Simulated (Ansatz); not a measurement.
PtRh3:

```xyz
4
Lattice="-1.9192 1.9192 3.8446 1.9192 -1.9192 3.8446 1.9192 1.9192 -3.8446" Properties=species:S:1:pos:R:3 pbc="T T T"
Pt    0.0000    0.0000    0.0000
Rh    0.0000    0.0000    3.8446
Rh    1.9192    0.0000    1.9223
Rh    0.0000    1.9192    1.9223
```

The cell comes from a database or a generator and needn't be the stable form of this composition.

```yaml
Program: Ansatz 0.2.0
Task: single point
Functional: PBEsol
Potentials_or_basis: all-electron LAPW, scalar-relativistic
Cutoff: 277 eV (chosen from the basis error)
Basis_error_allowed: 0.001 eV/atom
k_mesh: 10 × 10 × 10
Occupations: fermi-dirac, width 0.05 eV
Spin: no spin polarisation
```

On this cell: pressure -5.7 GPa; largest force under 0.003 eV/Å; band gap on the k mesh none (metal or under the smearing width).

The same run follows on a disturbed copy (atoms moved at random, drawn with an rms of 0.05 Å):

```
Pt Rh
1.0
    -1.91916    1.91916    3.84464
     1.91916   -1.91916    3.84464
     1.91916    1.91916   -3.84464
Pt Rh
1 3
Direct
  0.00763 0.99534 0.00229
  0.49122 0.49880 0.99406
  0.24907 0.74756 0.48439
  0.74557 0.25268 0.50116
```

Question: What does the disturbed cell give?

Answer: The energy (extrapolated to zero smearing) moves by +10.6 meV/atom; pressure -5.1 GPa; largest force 0.722 eV/Å; band gap on the k mesh none (metal or under the smearing width).

Forces in eV/Å, atoms in the order of the input:
```
Pt   0.190 -0.665  0.208
Rh  -0.209  0.323  0.300
Rh   0.345  0.286 -0.561
Rh  -0.326  0.056  0.053
```

Stress tensor (GPa, compression positive):
```
-5.21 -0.06  0.01
-0.06 -5.02 -0.19
 0.01 -0.19 -5.22
```
